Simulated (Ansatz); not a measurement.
Relaxation of a periodic cell of 17 atoms, Si₁₆Ge (host Si, host structure diamond, interstitial Ge), to a largest force component of 0.03 eV/Å in at most 60 steps.

Method: DFT PBE, scalar-relativistic, plane waves, PAW in Ansatz. Settings: PAW set soft_1, cutoff 420 eV, k mesh 2x2x2, gaussian smearing 0.02 eV, no spin polarisation.

```xyz
17
Lattice="0.0000 5.4300 5.4300 5.4300 0.0000 5.4300 5.4300 5.4300 0.0000" Properties=species:S:1:pos:R:3:forces:R:3
Si 0.000 0.000 0.000 -0.84 0.90 -0.90
Si 1.357 1.357 1.357 0.01 0.75 0.01
Si 2.715 2.715 0.000 0.05 -0.08 -0.06
Si 4.072 4.072 1.357 -0.86 0.02 -0.02
Si 2.715 0.000 2.715 0.83 0.81 0.78
Si 4.072 1.357 4.072 -0.05 -0.02 0.02
Si 5.430 2.715 2.715 -1.02 -1.04 1.04
Si 6.787 4.072 4.072 0.02 0.02 0.82
Si 0.000 2.715 2.715 -0.06 -0.05 0.05
Si 1.357 4.072 4.072 0.01 -0.01 -0.75
Si 2.715 5.430 2.715 0.05 0.06 0.08
Si 4.072 6.787 4.072 0.00 0.00 0.00
Si 2.715 2.715 5.430 0.83 -0.78 -0.81
Si 4.072 4.072 6.787 0.72 0.00 0.00
Si 5.430 5.430 5.430 -0.08 0.05 -0.05
Si 6.787 6.787 6.787 0.02 -0.82 -0.02
Ge 6.760 9.489 6.801 0.35 0.18 -0.18
```

Question: Where does it end, and by what steps?

Answer: It converged. The force dipped under the threshold on the way, but the program's further checks kept it going. Limits of this set-up: coarse k mesh, a small cell, in which the defect meets its images. After 9 steps the energy has fallen by 0.337 eV; Si7 moved furthest, 0.08 Å.

```csv
step,energy less start (eV),largest force component (eV/Å),accepted
0,0.0000,1.044,yes
1,-0.3006,0.338,yes
2,-0.3346,0.045,yes
3,-0.3348,0.051,yes
4,-0.3359,0.005,yes
5,-0.3359,0.004,yes
6,-0.3359,0.009,yes
7,-0.3360,0.013,yes
8,-0.3363,0.024,yes
9,-0.3367,0.022,yes
```

```xyz
17
Lattice="0.0000 5.4300 5.4300 5.4300 0.0000 5.4300 5.4300 5.4300 0.0000" Properties=species:S:1:pos:R:3
Si -0.031 0.048 -0.048
Si 1.356 1.408 1.358
Si 2.718 2.704 -0.010
Si 4.026 4.072 1.358
Si 2.743 0.048 2.765
Si 4.071 1.357 4.073
Si 5.399 2.665 2.765
Si 6.786 4.072 4.124
Si -0.006 2.704 2.726
Si 1.356 4.072 4.022
Si 2.718 5.440 2.726
Si 4.071 6.787 4.073
Si 2.743 2.665 5.382
Si 4.115 4.072 6.788
Si 5.424 5.440 5.420
Si 6.786 6.736 6.788
Ge 6.786 9.502 6.788
```

Whether the end is a true minimum wasn't checked by a vibrational analysis.

Time of the run: 44 s on 1 thread of Arm Neoverse V1, with other jobs on the host, peak memory 0.53 GiB.
